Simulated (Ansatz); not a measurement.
# Mo3N: the cost of one run

Method: DFT PBE, scalar-relativistic, plane waves, PAW, in Ansatz 0.2.0.

**1. The structure to begin with**

The structure is cubic, space group Pm-3m (No. 221). Conventional cell: a = 3.686 Å, b = 3.686 Å, c = 3.686 Å, α = 90.00°, β = 90.00°, γ = 90.00°. Around Mo (site symmetry 4/mmm) lie 8 Mo at 2.61 Å and 4 N at 2.61 Å. N (site symmetry m-3m) has 12 Mo at 2.61 Å as nearest neighbours.

As a file:

```
Mo N
1.0
     3.68576    0.00000    0.00000
     0.00000    3.68576    0.00000
     0.00000    0.00000    3.68576
Mo N
3 1
Cartesian
  0.0000 1.8429 1.8429
  1.8429 0.0000 1.8429
  1.8429 1.8429 0.0000
  0.0000 0.0000 0.0000
```

This is candidate A: Cu3Au (L1_2) type (Pm-3m, No. 221).

(A quick probe on a coarse mesh, which set the mesh and smearing, is not shown.)

**3. Rough relaxation on the coarse mesh (candidate A)**

File input.yaml:

```yaml
crystal:
  lattice:
    - [3.6857627131, 0.0, 0.0]
    - [0.0, 3.6857627131, 0.0]
    - [0.0, 0.0, 3.6857627131]
  atoms:
    - { symbol: Mo, position: [0.0, 0.5, 0.5] }
    - { symbol: Mo, position: [0.5, 0.0, 0.5] }
    - { symbol: Mo, position: [0.5, 0.5, 0.0] }
    - { symbol: "N", position: [0.0, 0.0, 0.0] }
basis:
  ecutwfc: 420
kpoints:
  mp_grid: { grid: [6, 6, 6] }
hamiltonian:
  xc: pbe
scf:
  occupations: { method: gaussian, width: 0.1 }
  lower_state_search: "off"
output:
  forces: true
  stress: true
  eigenvalues: true
relax:
  adjacent_minimum: "off"
  f_tol: 0.04
  max_steps: 70
  cell: { stress_tol: 0.4 }
```

The run is started by

```console
$ ansatz run input.yaml --threads 1 --pin off --max-ram 2560MiB --backend cpu --events-out ev --progress --plain --runs-dir out
```

What time and memory should one allow on 1 thread of Arm Neoverse V2, shared host?

About 9.7 s, with a peak of 0.32 GiB.
